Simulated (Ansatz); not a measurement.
This script drives Ansatz 0.2.0, Python API.

The script, `scan_c2h6al2.py`:
```python
# -*- coding: utf-8 -*-
"""Potential curve of C2H6Al2 along one bond."""

import ansatz as az
from ase import Atoms
import numpy as np


def main():
    atoms = Atoms(["C", "C", "Al", "Al", "H", "H", "H", "H", "H", "H"], positions=[
        (-1.0749, 0.6441, -0.2913),
        (-0.1679, -0.4976, -0.2961),
        (0.5918, -0.9077, 1.4671),
        (1.814, -0.0086, -0.611),
        (-0.719, 1.5401, 0.2598),
        (-1.2982, 1.0313, -1.3509),
        (-2.0666, 0.383, 0.1437),
        (-0.4933, -1.3559, -0.8725),
        (0.5471, -1.3915, 3.0377),
        (2.9502, 0.5116, -1.4838),
    ])
    system = az.Crystal.molecule_from_ase(atoms)

    symbols = [site.symbol for site in system.cartesian_sites]
    start = np.array([site.position_ang for site in system.cartesian_sites])
    axis = (start[4] - start[0]) / np.linalg.norm(start[4] - start[0])
    moving = [4]
    lengths, energies = [0.94, 1.02, 1.11, 1.22, 1.39, 1.67, 2.0, 2.44], []
    for length in lengths:
        xyz = start.copy()
        xyz[moving] += (length - np.linalg.norm(start[4] - start[0])) * axis
        point = az.Crystal.molecule()
        for symbol, place in zip(symbols, xyz):
            point = point.atom(symbol, place.tolist())
        calc = point.calculation().basis(gaussian="6-31G*").correlation("mp2")
        r = calc.run().report
        energies.append(r["free_energy_ev"])
        print(f"r = {length:6.3f} A  E = {energies[-1]:.5f} eV  <S^2> = {abs(r['mean_field']['state']['spin_squared']):.3f}")

    print("energy above the lowest point (eV):", [round(e - min(energies), 3) for e in energies])


if __name__ == "__main__":
    main()
```

It is started by `python scan_c2h6al2.py`. Estimate its wall time and peak memory on 1 thread of AMD EPYC 7R43 64-Core Processor (Zen 3), on a shared host.

It took about 25 s, with a peak of 0.23 GiB, for 8 runs of the engine.

```console
$ python scan_c2h6al2.py
r =  0.940 A  E = -15327.23850 eV  <S^2> = 0.000
r =  1.020 A  E = -15327.70012 eV  <S^2> = 0.000
r =  1.110 A  E = -15327.82425 eV  <S^2> = 0.000
r =  1.220 A  E = -15327.64232 eV  <S^2> = 0.000
r =  1.390 A  E = -15327.02068 eV  <S^2> = 0.000
r =  1.670 A  E = -15325.79286 eV  <S^2> = 0.000
r =  2.000 A  E = -15324.52150 eV  <S^2> = 0.000
r =  2.440 A  E = -15323.28828 eV  <S^2> = 0.000
energy above the lowest point (eV): [0.586, 0.124, 0.0, 0.182, 0.804, 2.031, 3.303, 4.536]
```

What to keep in mind:
- Total energies depend on the basis set; only differences at equal settings carry meaning.
- The rest of the molecule is held rigid at a force-field or estimated start geometry, and the basis set is modest; single-reference methods fail as a bond breaks.
- The orbitals are restricted, so S² is zero by construction.
- Toward dissociation an unrestricted state can lie under the restricted one, by tenths of an eV for polar bonds under a functional and by 1 to 2 eV or more for others.
- S² is that of the Hartree-Fock reference.

(A comment or docstring line of the script was reworded after the run, the code is as it ran; lines on the test bed's own set-up are left out of the output.)
